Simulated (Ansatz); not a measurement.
# CH₅Cl₃SSiTi: vertical ionisation energy

One table from this session's results is given with a row withheld; the runs are named, their logs left out.

Computed with Ansatz 0.2.0, Gaussian basis. Level: unrestricted cation, the program's frozen cores in correlated methods.

Levels to be run: UKS PBE-D4/def2-TZVPP; UKS r2SCAN-D4/def2-TZVPP; UKS PBE0-D4/def2-TZVPP; UKS B3LYP-D4/def2-TZVPP; UKS wB97X-V/def2-TZVPP; UKS wB97M-V/def2-TZVPP; UKS B2PLYP/def2-TZVPP; UHF-CCSD(T)/def2-TZVPP; UHF-MP2/def2-QZVPP; extrapolation to the limit; then −ε(HOMO) from the neutral's earlier runs with LDA (SPW92), PBE-D4, revPBE-D4, BLYP-D4, r2SCAN-D4, B97M-V, PBE0-D4, B3LYP-D4, r2SCANh-D4, r2SCAN0-D4, HSE06-D4, BHLYP-D4, CAM-B3LYP-D4, LC-ωPBE, ωB97X-V, ωB97M-V.

### The geometry

All runs share one geometry, relaxed beforehand with PBE0-D4 in a triple-zeta def2 set.

SMILES `C[SiH2][S][Ti]([Cl])([Cl])[Cl]`, 12 atoms, charge 0, spin multiplicity 1.

Atoms are counted from 1 here; the program's logs count them from 0.

Bond lengths: C1–Si2 1.860 Å, C1–H8 1.091 Å, C1–H9 1.094 Å, C1–H10 1.091 Å, Si2–S3 2.168 Å, Si2–H11 1.485 Å, Si2–H12 1.483 Å, S3–Ti4 2.228 Å, Ti4–Cl5 2.179 Å, Ti4–Cl6 2.178 Å, Ti4–Cl7 2.168 Å. Angles: Si2–C1–H8 111.8°, Si2–C1–H9 108.7°, Si2–C1–H10 110.9°, H8–C1–H9 108.2°, H8–C1–H10 108.6°, H9–C1–H10 108.5°, C1–Si2–S3 113.3°, C1–Si2–H11 110.9°, C1–Si2–H12 112.1°, S3–Si2–H11 102.9°, S3–Si2–H12 107.3°, H11–Si2–H12 109.8°, Si2–S3–Ti4 103.0°, S3–Ti4–Cl5 109.9°, S3–Ti4–Cl6 108.2°, S3–Ti4–Cl7 106.4°, Cl5–Ti4–Cl6 109.2°, Cl5–Ti4–Cl7 110.8° and more.

Set-up of the first run:

Contents of in.yaml:

```yaml
crystal:
  periodic: [false, false, false]
  atoms:
    - {symbol: C, position_ang: [-1.726675, -0.086545, -0.082043]}
    - {symbol: Si, position_ang: [-0.561598, -0.449208, 1.321282]}
    - {symbol: S, position_ang: [1.380857, -1.154255, 0.664319]}
    - {symbol: Ti, position_ang: [1.933728, 0.307200, -0.923982]}
    - {symbol: Cl, position_ang: [0.887667, -0.177921, -2.773314]}
    - {symbol: Cl, position_ang: [1.333148, 2.291962, -0.259383]}
    - {symbol: Cl, position_ang: [4.079481, 0.143188, -1.188085]}
    - {symbol: H, position_ang: [-1.409426, 0.784497, -0.657431]}
    - {symbol: H, position_ang: [-2.719336, 0.118992, 0.329344]}
    - {symbol: H, position_ang: [-1.802019, -0.940900, -0.757051]}
    - {symbol: H, position_ang: [-1.062263, -1.576287, 2.147957]}
    - {symbol: H, position_ang: [-0.333564, 0.739268, 2.178367]}
basis:
  gaussian: {orbitals: def2-TZVPP}
total_charge: 1
magnetization: {spin_polarized: true, initial_magnetization: 1}
hamiltonian: {xc: pbe, dispersion: d4}
```

Steps of the session up to this table: Cation, UKS PBE-D4/def2-TZVPP; Cation, UKS r2SCAN-D4/def2-TZVPP; Cation, UKS PBE0-D4/def2-TZVPP; Cation, UKS B3LYP-D4/def2-TZVPP; Cation, UKS wB97X-V/def2-TZVPP; Cation, UKS wB97M-V/def2-TZVPP; Cation, UKS B2PLYP (frozen core)/def2-TZVPP; Cation, UHF-CCSD(T)/def2-TZVPP; Cation, UHF-MP2/def2-QZVPP.

One of the session's tables, all rows but one given; the rest of the session is left out.

For comparison, −ε(HOMO) of the neutral from earlier runs:

| functional | −ε(HOMO) (eV) |
| --- | --- |
| LDA (SPW92) | 7.04 |
| PBE-D4 | 6.92 |
| revPBE-D4 | 6.86 |
| BLYP-D4 | 6.74 |
| r2SCAN-D4 | 7.22 |
| B97M-V | 7.32 |
| PBE0-D4 | 8.09 |
| B3LYP-D4 | 7.84 |
| r2SCANh-D4 | 7.65 |
| r2SCAN0-D4 | 8.29 |
| HSE06-D4 | 7.70 |
| BHLYP-D4 | 9.12 |
| CAM-B3LYP-D4 | 9.34 |
| LC-ωPBE | ? |
| ωB97X-V | 10.35 |
| ωB97M-V | 10.18 |

Q: Estimate the row for LC-ωPBE from the others.

The run gave: −ε(HOMO) (eV): 10.70. In the column «−ε(HOMO) (eV)» it is the highest.
